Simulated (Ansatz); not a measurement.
# SnBrF: up Jacob's ladder to CCSD(T)

One table from this session's results is given with a row withheld; the runs are named, their logs left out.

Computed with Ansatz 0.2.0, Gaussian basis. Level: functionals in def2-TZVPP, the program's frozen cores in correlated methods.

The runs, in order: LDA (SPW92), PBE-D4, revPBE-D4, BLYP-D4, r2SCAN-D4, B97M-V, PBE0-D4, B3LYP-D4, r2SCANh-D4, r2SCAN0-D4, HSE06-D4, BHLYP-D4, CAM-B3LYP-D4, LC-ωPBE, ωB97X-V, ωB97M-V, B2PLYP, PBE-QIDH; CCSD(T)/def2-SVP; CCSD(T)/def2-TZVPP; MP2/def2-QZVPP; extrapolation to the limit; RPA on PBE.

### The relaxed structure

An earlier PBE0-D4 in a triple-zeta def2 set relaxation fixed the geometry. Sn takes the def2 core potential; no spin-orbit term is included.

SMILES `[F][Sn][Br]`, 3 atoms, charge 0, spin multiplicity 1.

Atoms are counted from 1 here; the program's logs count them from 0.

Bond lengths: F1–Sn2 1.936 Å, Sn2–Br3 2.515 Å. Angles: F1–Sn2–Br3 97.3°.

Set-up of the first run:

File in.yaml:

```yaml
crystal:
  periodic: [false, false, false]
  atoms:
    - {symbol: F, position_ang: [-0.943241, 1.248928, -0.388884]}
    - {symbol: Sn, position_ang: [-0.636464, -0.662494, -0.416812]}
    - {symbol: Br, position_ang: [1.568705, -0.651233, 0.792398]}
basis:
  gaussian: {orbitals: def2-TZVPP}
hamiltonian: {xc: lda}
output: {orbitals: {seedname: orbitals}}
```

Among the steps run: LDA; PBE-D4 (GGA); revPBE-D4 (GGA); BLYP-D4 (GGA); r2SCAN-D4 (meta-GGA); B97M-V (meta-GGA); PBE0-D4 (hybrid); B3LYP-D4 (hybrid); r2SCANh-D4 (hybrid); r2SCAN0-D4 (hybrid); HSE06-D4 (hybrid); BHLYP-D4 (hybrid); CAM-B3LYP-D4 (range-separated); LC-ωPBE-D4 (range-separated; the results give it without D4); ωB97X-V (range-separated); ωB97M-V (range-separated); B2PLYP (double hybrid); PBE-QIDH (double hybrid).

One table of the session follows, with a row left open; its other results are not shown here.

It belongs to the step «Frontier levels by functional». 

```
  functional  HOMO (eV)  LUMO (eV)  gap (eV)
 LDA (SPW92)      -7.16      -3.94      3.23
      PBE-D4      -6.94      -3.66      3.28
   revPBE-D4      -6.87      -3.56      3.31
     BLYP-D4      -6.80      -3.60      3.19
   r2SCAN-D4      -7.25      -3.62      3.64
      B97M-V      -7.15      -3.61      3.54
     PBE0-D4      -8.06      -3.01      5.05
    B3LYP-D4      -7.87      -3.25      4.61
  r2SCANh-D4      -7.67      -3.37      4.30
  r2SCAN0-D4      -8.27      -2.99      5.28
    HSE06-D4      -7.67      -3.37      4.30
    BHLYP-D4      -9.02      -2.34      6.68
CAM-B3LYP-D4          ?          ?         ?
     LC-ωPBE     -10.47      -1.01      9.46
     ωB97X-V     -10.18      -1.11      9.07
     ωB97M-V     -10.10      -1.25      8.85
```

Q: Estimate the row for CAM-B3LYP-D4 from the others.

As computed: HOMO (eV): -9.29; LUMO (eV): -2.12; gap (eV): 7.17. In the column «HOMO (eV)» it lies between ωB97M-V (-10.10) and BHLYP-D4 (-9.02).
